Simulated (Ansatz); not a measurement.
# Sn4Bi2O: the cost of one run

Computed with Ansatz 0.2.0 (DFT PBE, scalar-relativistic, plane waves, PAW, unless a step names another level, unless a step's input says otherwise).

4 further runs of the same task are left out: 3 that didn't finish, 1 set aside as unsound or not needed.

**1. The system as given**

Symmetry: P4/nmm, No. 129, tetragonal system. The conventional cell has a = 3.814 Å, b = 3.814 Å, c = 25.752 Å, α = 90.00°, β = 90.00°, γ = 90.00°. Sn (site symmetry 4mm) is surrounded by 4 O at 2.25 Å. Around Sn (site symmetry 4mm) lie 4 Bi at 3.24 Å and 4 Sn at 3.28 Å. Around Sn (site symmetry 4mm) lie 8 Sn at 3.28 to 3.81 Å and 5 Bi at 3.51 to 3.66 Å. Around Sn (site symmetry 4mm) lie 5 Bi at 3.34 to 3.96 Å and 8 Sn at 3.35 to 3.81 Å. Around Bi (site symmetry 4mm) lie 5 Sn at 3.24 to 3.66 Å. Bi (site symmetry 4mm) is surrounded by 10 Sn at 3.34 to 4.10 Å and 4 Bi at 3.81 Å. Around O (site symmetry -4m2) lie 4 Sn at 2.25 Å.

Coordinates:

```
Sn Bi O
1.0
     3.81434    0.00000    0.00000
     0.00000    3.81434    0.00000
     0.00000    0.00000   25.75224
Sn Bi O
8 4 2
Direct
  0.00000 0.50000 0.04610
  0.50000 0.00000 0.95390
  0.50000 0.00000 0.77441
  0.00000 0.50000 0.70213
  0.00000 0.50000 0.53867
  0.50000 0.00000 0.46133
  0.50000 0.00000 0.29787
  0.00000 0.50000 0.22559
  0.00000 0.50000 0.84426
  0.50000 0.00000 0.61514
  0.00000 0.50000 0.38486
  0.50000 0.00000 0.15574
  0.50000 0.50000 0.00000
  0.00000 0.00000 0.00000
```

It came out lowest among 21 distinct ends of the trial cells. At a tolerance of 0.05 Å it has space group P4/nmm (No. 129).

**2. Electronic structure at the relaxed geometry**

Contents of input.yaml:

```yaml
crystal:
  lattice:
    - [3.8143448234, 0.0, 0.0]
    - [0.0, 3.8143448234, 0.0]
    - [0.0, 0.0, 25.7522438584]
  atoms:
    - { symbol: Sn, position: [0.0, 0.5, 0.046095842] }
    - { symbol: Sn, position: [0.5, 0.0, 0.953904158] }
    - { symbol: Sn, position: [0.5, 0.0, 0.774413891] }
    - { symbol: Sn, position: [0.0, 0.5, 0.7021333802] }
    - { symbol: Sn, position: [0.0, 0.5, 0.5386680203] }
    - { symbol: Sn, position: [0.5, 0.0, 0.4613319797] }
    - { symbol: Sn, position: [0.5, 0.0, 0.2978666198] }
    - { symbol: Sn, position: [0.0, 0.5, 0.225586109] }
    - { symbol: Bi, position: [0.0, 0.5, 0.8442569754] }
    - { symbol: Bi, position: [0.5, 0.0, 0.6151448631] }
    - { symbol: Bi, position: [0.0, 0.5, 0.3848551369] }
    - { symbol: Bi, position: [0.5, 0.0, 0.1557430246] }
    - { symbol: O, position: [0.5, 0.5, 0.0] }
    - { symbol: O, position: [0.0, 0.0, 0.0] }
basis:
  ecutwfc: 420
kpoints:
  mp_grid: { grid: [8, 8, 2] }
  band_path:
    path:
      - [[0.0, 0.0, 0.0], [0.0, 0.5, 0.0], [0.5, 0.5, 0.0], [0.0, 0.0, 0.0], [0.0, 0.0, 0.5], [0.0, 0.5, 0.5], [0.5, 0.5, 0.5], [0.0, 0.0, 0.5]]
      - [[0.0, 0.5, 0.0], [0.0, 0.5, 0.5]]
      - [[0.5, 0.5, 0.0], [0.5, 0.5, 0.5]]
    npoints: 10
hamiltonian:
  xc: pbe
scf:
  occupations: { method: gaussian, width: 0.1 }
  n_extra_bands: 35
output:
  forces: true
  stress: true
  eigenvalues: true
  populations: true
  dos: { projected: true, de: 0.02, nscf_kmesh: { grid: [10, 10, 3] } }
  bader: false
  write_density: true
  write_potential: true
  elf: true
  volumetric_format: npy
```

The run is started by

```bash
ansatz run input.yaml --threads 1 --pin off --max-ram 2560MiB --backend cpu --events-out ev --progress --plain --runs-dir out
```

What time and memory should one allow on 1 thread of Arm Neoverse V2, shared host?

About 8.6 min, with a peak of 1.7 GiB.
